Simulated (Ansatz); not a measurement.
# YSi+ (quintet): from Hartree-Fock to the top rungs, def2-SVP

How much of the correlation energy of YSi+ (quintet) does each wave-function method recover here?

Method: def2-SVP, core rule «outside noble gas», up to 9 orbitals frozen; program: Ansatz 0.2.0, Gaussian basis.

To be run: UHF; CCSD(T) on ROHF; CCSD(T) on UHF; CISD; CCSDT(Q) on ROHF; CCSDT(Q) on UHF; Full CI.

24 further runs of the same task are left out: 12 for a known fault of the program, 6 that didn't finish, 6 set aside as unsound or not needed.

## 1. The system

The geometry is a PBE0/def2-TZVP stationary point (not a proven minimum) of the parent state, kept for this charge and spin. No spin-orbit coupling is included. Elements past krypton take def2 core potentials.

2 atoms, charge 1, spin multiplicity 5.

Atoms are counted from 1 here; the program's logs count them from 0.

Bond lengths: Y1–Si2 2.663 Å.

## 2. UHF

in.yaml

```yaml
crystal:
  periodic: [false, false, false]
  atoms:
    - {symbol: Y, position_ang: [0.000000, 0.000000, 0.000000]}
    - {symbol: Si, position_ang: [0.000000, 0.000000, 2.663000]}
basis:
  gaussian: {orbitals: def2-SVP}
total_charge: 1
magnetization: {spin_polarized: true, initial_magnetization: 4}
hamiltonian: {xc: hf}
output: {orbitals: {seedname: orbitals}}
```

The run is started by

```
$ ansatz run in.yaml --threads 1 --pin off --events-out ev --progress --plain --max-ram 2393MiB
```

After this run come: CCSD(T) on ROHF; CCSD(T) on UHF; CISD; CCSDT(Q) on ROHF; CCSDT(Q) on UHF; Full CI.

**Question.** What will the summary of the whole plan be? Wanted: FCI below the RHF energy; RMP2 from FCI; UMP2 from FCI; RCCSD from FCI; RCCSD(T) from FCI; UCCSD(T) from FCI; RCCSDT(Q) from FCI; UCCSDT(Q) from FCI; T1 diagnostic.

As calculated:

| quantity | value |
| --- | --- |
| FCI below the RHF energy | -2.6296 eV |
| RMP2 from FCI | +15.47 kcal/mol |
| UMP2 from FCI | +15.47 kcal/mol |
| RCCSD from FCI | +3.80 kcal/mol |
| RCCSD(T) from FCI | +0.91 kcal/mol |
| UCCSD(T) from FCI | +0.54 kcal/mol |
| RCCSDT(Q) from FCI | -0.04 kcal/mol |
| UCCSDT(Q) from FCI | -0.45 kcal/mol |
| levels within 1 kcal/mol (43 meV) | RCCSD(T), UCCSD(T), RCCSDT, UCCSDT, RCCSDT(Q), UCCSDT(Q) |
| T1 diagnostic | 0.037 |
| effectively unpaired electrons | 4.03 |

What this shows: RCCSD(T) misses by +0.91 kcal/mol, 1.5 % of the correlation energy. UCCSDT, UCCSDT(Q) fall below full CI: unrestricted runs freeze a spin-polarised core, another one than full CI's, and coupled cluster isn't variational. One determinant dominates. These misses are within one basis, not against nature; the frozen cores of restricted and unrestricted runs differ, which can shift their rows.
